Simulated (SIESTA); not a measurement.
## Ge under changes of volume

One of the cells (39.829 Å³/atom); the others are scaled copies at fixed shape and fractional positions:

```
Ge
1.0
     4.07723    0.00000    0.00000
    -2.03861    3.53098    0.00000
     0.00000    0.00000   11.06616
Ge
4
Direct
  0.66667 0.33333 0.41485
  0.33333 0.66667 0.91485
  0.00000 0.00000 0.47745
  0.00000 0.00000 0.97745
```

This isn't the form of Ge at room conditions, which is diamond.

| Property | Result |
| --- | --- |
| Program | SIESTA 5.4.2 |
| Functional | PBEsol |
| Potentials or basis | PseudoDojo 0.4 standard (PBEsol files) |
| Basis | DZP (energy shift 0.003 Ry; two zetas on semicore shells) |
| Grid cutoff | 800 Ry |
| Energy shift | 0.003 Ry |
| k mesh | 8 × 8 × 3 |
| Occupations | fermi-dirac, width 0.05 eV |
| Spin | no spin polarisation |

| volume (Å³/atom) | energy over the lowest point (meV/atom) | pressure (GPa) | gap on the mesh (eV) | largest force (eV/Å) |
| --- | --- | --- | --- | --- |
| 36.705 | 2.06 | 0.8 | 0.72 | 0.172 |
| 37.486 | 0.00 | 0.1 | 0.71 | 0.107 |
| 38.267 | 1.44 | -0.6 | 0.70 | 0.041 |
| 39.829 | ? | ? | ? | ? |
| 40.610 | 21.77 | -2.0 | 0.39 | 0.086 |
| 41.391 | 32.80 | -2.4 | 0.29 | 0.135 |

What does the run at 39.829 Å³/atom give?

Energy over the lowest point 12.92 meV/atom; pressure -1.6 GPa; gap on the mesh 0.49 eV; largest force 0.043 eV/Å.

Worked out: A Birch-Murnaghan fit of order 3 (a polynomial in V^(-2/3)) to the other rows has its minimum at 37.54 Å³/atom with B0 = V·E''(V) = 33 GPa and B' = 5.9 at fixed shape and positions, which overstates the stiffness. It gives 12.67 meV/atom at 39.829 Å³/atom, against the run's 12.92, and -dE/dV = -1.7 GPa, against -1.6. A parabola through the other rows of the gap, of slope -5.23 eV per unit of ln V there, gives 0.53 eV, against the run's 0.49. The fit is too stiff a form for this range.

Energies are extrapolated to zero smearing.

Caveats: an odd mesh through Γ misses points on the zone boundary, where band edges often lie; the basis of atomic orbitals isn't converged, which shifts pressures, moduli and gaps. Spin-orbit coupling on Ge is left out.
